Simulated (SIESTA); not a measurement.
GeCN2 in SIESTA: the effect of functional

Crystal: GeCN2.

```
Ge N C
1.0
     1.79379    1.03565    4.92196
    -1.79379    1.03565    4.92196
     0.00000   -2.07129    4.92196
Ge N C
1 2 1
Direct
  0.00000 0.00000 0.00000
  0.58390 0.58390 0.58390
  0.41610 0.41610 0.41610
  0.50000 0.50000 0.50000
```

The cell comes from a database or a generator and needn't be the stable form of this composition.

Alike in all runs:

| Quantity | Value |
| --- | --- |
| Program | SIESTA 5.4.2 |
| Task | band structure |
| Basis | DZP (energy shift 0.003 Ry; two zetas on semicore shells) |
| Grid cutoff | 800 Ry |
| Energy shift | 0.003 Ry |
| k mesh | 9 × 9 × 9 |
| Occupations | fermi-dirac, width 0.05 eV |
| Spin | no spin polarisation |

```csv
functional,potentials or basis,gap on the mesh (eV),pressure (GPa),largest force (eV/Å)
PBE,PseudoDojo 0.4 standard (PBE files),?,?,?
LDA,PseudoDojo 0.4 standard (LDA files),1.03,-1.7,1.61
PBEsol,PseudoDojo 0.4 standard (PBEsol files),1.05,1.7,1.99
```

Q: What does the run with functional PBE give?

A: gap on the mesh 1.16 eV; pressure 4.5 GPa; largest force 1.74 eV/Å.

Caveats: the basis of atomic orbitals isn't converged, which shifts pressures, moduli and gaps; forces of over 1 eV/Å show positions far from the minimum, so gaps and moduli don't describe the material at rest.

A k mesh can miss the band edges.
